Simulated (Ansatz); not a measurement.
Working through a frozen displacement of one atom of La3SnC, space group Pm-3m

With Ansatz 0.2.0 through its Python package.

Notebook, run cell by cell (the value of a cell's last expression is shown):

In [1]:
```python
import ansatz as az
import numpy as np
```

In [2]:
```python
vectors = np.array([
    [5.22029957, 0.0, 0.0],
    [0.0, 5.22029957, 0.0],
    [0.0, 0.0, 5.22029957],
])
cell = (
    az.Lattice.of(vectors)
    .atom("La", [0.5, 0.0, 0.0])
    .atom("La", [0.0, 0.5, 0.0])
    .atom("La", [0.0, 0.0, 0.5])
    .atom("Sn", [0.5, 0.5, 0.5])
    .atom("C", [0.0, 0.0, 0.0])
)

[site.symbol for site in cell.resolved().sites]
```
Out [2]:
```text
['La', 'La', 'La', 'Sn', 'C']
```

In [3]:
```python
inverse = np.linalg.inv(np.array(cell.lattice.vectors))
home = np.array(cell.sites[0].position)
values = np.linspace(-0.05, 0.05, 5)
energies, pulls = [], []
for shift in values:
    moved = cell.move(0, to=home + shift * inverse[2])
    base = (
        moved.calculation()
        .occupations(az.OccupationsMethod.FERMI_DIRAC, width=0.05)
        .kpoints(mesh=(4, 4, 4))
        .basis(35 * az.Ry)
        .functional("lda")
        .scf(max_iterations=70)
        .forces()
    )
    report = base.run(threads=1, backend="cpu").report
    energies.append(report["free_energy_ev"])
    pulls.append(report["forces_ev_ang"][0][2])
```

In [4]:
```python
# the force is minus the slope of the free energy
print("shift (A)   dE (eV)   force along z (eV/A)")
for shift, e, f in zip(values, energies, pulls):
    print(f"{shift:8.3f} {e - energies[2]:10.5f} {f:12.4f}")
print(f"stiffness from energies {2 * np.polyfit(values, energies, 2)[0]:.3f}, from forces {-np.polyfit(values, pulls, 1)[0]:.3f} eV/A^2")
```
```text
shift (A)   dE (eV)   force along z (eV/A)
  -0.050    0.00369       0.1474
  -0.025    0.00092       0.0738
   0.000    0.00000       0.0000
   0.025    0.00092      -0.0738
   0.050    0.00369      -0.1474
stiffness from energies 2.950, from forces 2.948 eV/A^2
```

The curvature of the energy gives 2.950 eV/Å² and the slope of the force 2.948 eV/Å², a positive curvature.

What to keep in mind:
- For a metal this k-point mesh is coarse: on a finer one energies can move by several to tens of meV an atom and pressures by half a GPa or more, differences at one mesh by less.
- In a metal a curvature from energy changes of a few meV or less hangs on mesh and smearing, in size and even in sign.
- This cell is a computed structure, which may not be the phase found in nature.
- All periodic images of the atom move with it, so the curvature is one diagonal element of the zone-centre force constants and no normal mode; a positive value doesn't exclude soft modes in which several atoms move.
- Run time: 44 s on 1 thread of Arm Neoverse V2, with other jobs on the host, peak memory 0.49 GiB.
